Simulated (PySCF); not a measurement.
# Ga2H6O2 ((H2Ga-mu-OH)2): the cost of one run

Programs: PySCF 2.14.0, with density-fitted response routines of our own. Each step states its level of theory. These are calculated values for one molecule in the gas phase, unless marked as measured. Atoms count from 0, in the outputs and in this text.

## (1) The starting structure

10 atoms, charge 0, multiplicity 1; geometry from: GFN2-xTB. The atoms were then displaced at random by about 0.03 Å, so the start is not that level's minimum.

Bonds of the start (Å): Ga0–H1 1.44, Ga0–H2 1.66, Ga0–O3 2.04, Ga0–O7 2.00, O3–Ga4 1.92, O3–H8 1.04, Ga4–H5 1.55, Ga4–H6 1.58, Ga4–O7 1.90, O7–H9 0.93.

## (2) Geometry optimisation at PBE0-D3(BJ)/def2-SVP

The job: settings as JSON, then the geometry in Å.

```
{"job": {"xc": "PBE0", "basis": "def2-SVP", "d3": "d3bj", "grid": 1, "maxiter": 40, "shake": 0.03, "kind": "geom"}, "charge": 0, "multiplicity": 1}
Ga    -0.613450    -1.230800     0.654400
H      0.204120    -2.162740     1.391200
H     -2.262750    -1.243450     0.461900
O     -0.044880     0.687130     1.058380
Ga     0.664960     1.134330    -0.674090
H     -0.236740     2.162510    -1.403950
H      2.229740     1.233170    -0.490180
O      0.191750    -0.664220    -1.083420
H     -0.257320     1.207390     1.932280
H      0.249200    -1.200070    -1.842100
```

Launch:

```sh
$ OMP_NUM_THREADS=1 python probes_run.py task.json out
```

This one command runs all jobs of the session in turn.

**Question.** How long does this first job take on 1 thread of Arm Neoverse V1, shared host, and how much memory does it need?

About 3.6 min, with a peak of 0.49 GiB.
